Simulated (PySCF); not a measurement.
**[Dy(CH3)2]+: other functionals and bases at one geometry**

Aim: see how levels, charges and forces of [Dy(CH3)2]+ depend on the level of theory. It is a constructed species; whether it can be made isn't addressed.

Method: several levels, as the steps say, no spin–orbit coupling; program: PySCF 2.14.0.

1 further run of the same task is left out (for a known fault of the program).

**1. Starting geometry**

9 atoms, charge 1, spin multiplicity 1.

Bond lengths: Dy1–C2 2.259 Å, Dy1–H4 2.834 Å, Dy1–C6 2.259 Å, Dy1–H8 2.834 Å, C2–H3 1.106 Å, C2–H4 1.107 Å, C2–H5 1.108 Å, C6–H7 1.106 Å, C6–H8 1.107 Å, C6–H9 1.108 Å. Angles: C2–Dy1–H4 21.5°, C2–Dy1–C6 99.4°, C2–Dy1–H8 84.0°, H4–Dy1–C6 84.0°, H4–Dy1–H8 73.8°, C6–Dy1–H8 21.5°, Dy1–C2–H3 114.3°, Dy1–C2–H4 109.9°, Dy1–C2–H5 111.1°, H3–C2–H4 107.8°, H3–C2–H5 107.3°, H4–C2–H5 106.1°, Dy1–H4–C2 48.5°, Dy1–C6–H7 114.3°, Dy1–C6–H8 109.9°, Dy1–C6–H9 111.1°, H7–C6–H8 107.8°, H7–C6–H9 107.3° and more.

Coordinates:

```xyz
9
C2H6Dy
Dy    0.00000    0.00000   -0.23185
C     1.72265   -0.01794    1.23000
H     2.70613    0.21117    0.77817
H     1.54116    0.71946    2.03543
H     1.81092   -1.00253    1.72965
C    -1.72265    0.01794    1.23000
H    -2.70613   -0.21117    0.77817
H    -1.54116   -0.71946    2.03543
H    -1.81092    1.00253    1.72965
```

Formal oxidation states: Dy +3. Each metal's 9 4f electrons lie in its core potential, so multiplicities, spins and levels count the valence alone. An earlier session relaxed this geometry at PBE0, Dy lcecp-1-SVP with ECP55, C def2-SVP, H def2-SVP (singlet, point group C2).

At PBE0 on the finer grid: E = -116.457299 Eh, HOMO -11.72 eV, LUMO -7.10 eV, Mulliken charge on Dy1 +1.25 e, largest force component 0.007 eV/Å. 

Levels to run: revPBE; B3LYP; PBE0, TZVP. Hardware: 2 threads of Intel Xeon Platinum 8259CL at 2.50GHz (Skylake/Cascade Lake), shared host.

**2. revPBE**

run.py (the lines that set the calculation) reads:

```python
mol = gto.M(atom='''
Dy     0.00000     0.00000    -0.23185
C      1.72265    -0.01794     1.23000
H      2.70613     0.21117     0.77817
H      1.54116     0.71946     2.03543
H      1.81092    -1.00253     1.72965
C     -1.72265     0.01794     1.23000
H     -2.70613    -0.21117     0.77817
H     -1.54116    -0.71946     2.03543
H     -1.81092     1.00253     1.72965''',
    basis={'Dy': 'lcecp-1-SVP', 'C': 'def2-SVP', 'H': 'def2-SVP'},
    ecp={'Dy': 'lcecp-1-SVP'},
    charge=1, spin=0)
mf = dft.RKS(mol, xc='PBE_R,PBE')
mf.grids.atom_grid = (75, 302)  # f atoms: unpruned, at least (60, 302)
mf = mf.density_fit()  # fitting sets: Dy AutoAux, C def2-universal-JKFIT, H def2-universal-JKFIT
mf.conv_tol = 1e-08; mf.max_cycle = 55
mf.kernel(dm0)  # dm0: the density of the relaxed state
```

Command:

```console
> OMP_NUM_THREADS=2 python run.py
```

**3. B3LYP**

run.py (the lines that set the calculation): that of step 2 with these lines changed.

```diff
@@ -13,3 +13,3 @@
     charge=1, spin=0)
-mf = dft.RKS(mol, xc='PBE_R,PBE')
+mf = dft.RKS(mol, xc='B3LYP')
 mf.grids.atom_grid = (75, 302)  # f atoms: unpruned, at least (60, 302)
```

**4. PBE0, TZVP**

Basis: Dy lcecp-1-TZVP with ECP55, C def2-TZVP, H def2-TZVP. 

run.py (the lines that set the calculation): that of step 3 with these lines changed.

```diff
@@ -10,6 +10,6 @@
 H     -1.81092     1.00253     1.72965''',
-    basis={'Dy': 'lcecp-1-SVP', 'C': 'def2-SVP', 'H': 'def2-SVP'},
-    ecp={'Dy': 'lcecp-1-SVP'},
+    basis={'Dy': 'lcecp-1-TZVP', 'C': 'def2-TZVP', 'H': 'def2-TZVP'},
+    ecp={'Dy': 'lcecp-1-TZVP'},
     charge=1, spin=0)
-mf = dft.RKS(mol, xc='B3LYP')
+mf = dft.RKS(mol, xc='PBE0')
 mf.grids.atom_grid = (75, 302)  # f atoms: unpruned, at least (60, 302)
@@ -17,2 +17,2 @@
 mf.conv_tol = 1e-08; mf.max_cycle = 55
-mf.kernel(dm0)  # dm0: the density of the relaxed state
+mf.kernel(dm0)  # dm0: free metal ions and neutral atoms
```

Before running it: what results should come out? Wanted: for each run, HOMO; gap; charge on Dy1; dipole; largest force.

**Answer**, as computed:

| level | state | HOMO (eV) | gap (eV) | charge on Dy1 (e) | dipole (D) | largest force (eV/Å) | basis functions | time |
| --- | --- | --- | --- | --- | --- | --- | --- | --- |
| PBE0 (relaxed here) | singlet | -11.72 | 4.62 | 1.25 | 3.55 | 0.01 | 91 | 23 s |
| revPBE | singlet | -10.52 | 2.71 | 1.14 | 2.99 | 0.31 | 91 | 11 s |
| B3LYP | singlet | -11.50 | 4.00 | 1.19 | 3.39 | 0.33 | 91 | 8.7 s |
| PBE0, TZVP | singlet | -11.67 | 4.59 | 1.53 | 3.68 | 0.26 | 145 | 20 s |

Times are on 2 threads of Intel Xeon Platinum 8259CL at 2.50GHz (Skylake/Cascade Lake), shared host; the first row also made further properties. The dipole of a charged species depends on the origin, so these sizes hold for this origin alone.

In one basis the HOMO–LUMO gap runs from 2.71 eV (revPBE) to 4.62 eV (PBE0). The largest leftover force, 0.33 eV/Å with B3LYP, stands at a geometry relaxed at another level. The Mulliken charge on Dy spans +1.14 to +1.53 e over the levels. With 4f in the core, its levels are missing from HOMO and gap. Total energies of different levels can't be compared. Spin–orbit coupling is left out throughout.
